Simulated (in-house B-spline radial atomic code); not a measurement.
# Sb³²⁺: binding energies from hole states

How much more does a second hole in Sb³²⁺ cost because of the first?

Method: Dirac-Hartree-Fock, average of configuration, Fermi nucleus, basis-set limit. Code: in-house B-spline radial atomic code version 1.

## (1) The atom as given

```
element       : antimony (Z = 51)
charge        : +32
electrons     : 19
configuration : [Ar] 3d1
Hamiltonian   : Dirac-Coulomb
nucleus       : Fermi, rms radius 4.680 fm
```

The outer shells:

[Ar] 3d1
```
[Ar] core
3d [↑ ][  ][  ][  ][  ]
```

The boxes draw the filling by Hund's rule, which heavy ions in jj coupling don't follow; these runs average over all states of the configuration.

The run's settings:

```ini
Z = 51
electrons = 19.0
configuration = [Ar] 3d1
hamiltonian = dirac
method = hf
spin_polarised = False
nucleus = fermi
rms_radius = 4.6802
mass_number = 121
atomic_mass = 120.903811353
speed_of_light = 137.035999084
```

This reference run was done before. Its total energy is -5734.557132 hartree, and its levels are (the highest eight at most):

```
orbital  occupation  energy (eV)  <r> (bohr)
  2s1/2           2     -6335.01      0.1208
  2p1/2           2     -6026.06      0.1022
  2p3/2           4     -5769.27      0.1074
  3s1/2           2     -2297.42      0.3033
  3p1/2           2     -2172.49      0.2909
  3p3/2           4     -2113.28      0.2993
  3d3/2         0.4     -1955.63      0.2622
  3d5/2         0.6     -1942.53      0.2647
```

Single holes known from earlier runs (ΔSCF): 1s 32252.0 eV, 2s 6326.47 eV, 2p3/2 5759.29 eV, 3s 2296.31 eV, 3p3/2 2112.08 eV, 3d 1946.14 eV.

## (2) The 2p3/2 and 3p3/2 holes

In configurations, a minus sign after the shell means j = l − 1/2 and a plus sign j = l + 1/2; the count of electrons follows.

The run's settings:

```ini
Z = 51
electrons = 17.0
configuration = 1s2 2s2 2p-2 2p+3 3s2 3p-2 3p+3 3d1
hamiltonian = dirac
method = hf
spin_polarised = False
nucleus = fermi
rms_radius = 4.6802
mass_number = 121
atomic_mass = 120.903811353
speed_of_light = 137.035999084
```

## (3) The 2s and 2s holes

Settings: those of step 2 with these lines changed.

```diff
@@ -2,3 +2,3 @@
 electrons = 17.0
-configuration = 1s2 2s2 2p-2 2p+3 3s2 3p-2 3p+3 3d1
+configuration = 1s2 2p6 3s2 3p6 3d1
 hamiltonian = dirac
```

## (4) The 1s and 3s holes

Settings: those of step 3 with these lines changed.

```diff
@@ -2,3 +2,3 @@
 electrons = 17.0
-configuration = 1s2 2p6 3s2 3p6 3d1
+configuration = 1s1 2s2 2p6 3s1 3p6 3d1
 hamiltonian = dirac
```

## (5) The 1s and 3d holes

Settings: those of step 4 with these lines changed.

```diff
@@ -2,3 +2,3 @@
 electrons = 17.0
-configuration = 1s1 2s2 2p6 3s1 3p6 3d1
+configuration = 1s1 2s2 2p6 3s2 3p6
 hamiltonian = dirac
```

## (6) The 1s and 1s holes

Settings: those of step 5 with these lines changed.

```diff
@@ -2,3 +2,3 @@
 electrons = 17.0
-configuration = 1s1 2s2 2p6 3s2 3p6
+configuration = 2s2 2p6 3s2 3p6 3d1
 hamiltonian = dirac
```

**Question.** What does each hole state cost in eV, and how does that compare with the orbital energies or single holes?

The runs gave:

| two holes | ΔSCF (eV) | less the two single holes (eV) |
| --- | --- | --- |
| 2p3/2 and 3p3/2 | 7964.08 | 92.71 |
| 2s and 2s | 12840.5 | 187.51 |
| 1s and 3s | 34656.0 | 107.74 |
| 1s and 3d | 34311.3 | 113.22 |
| 1s and 1s | 65347.3 | 843.35 |

**Reading.** Two holes cost more than the sum of each, because the second electron leaves a more charged ion. The excess runs from 92.7 eV (2p3/2 and 3p3/2) to 843.3 eV (1s and 1s); it tends to be largest where both holes are compact. Two partly filled shells share a symmetry and can mix in the average, which may lower the energy, in these hole states: 2p3/2 and 3p3/2; 1s and 3s. Values are for the free ion, measured from the vacuum level.
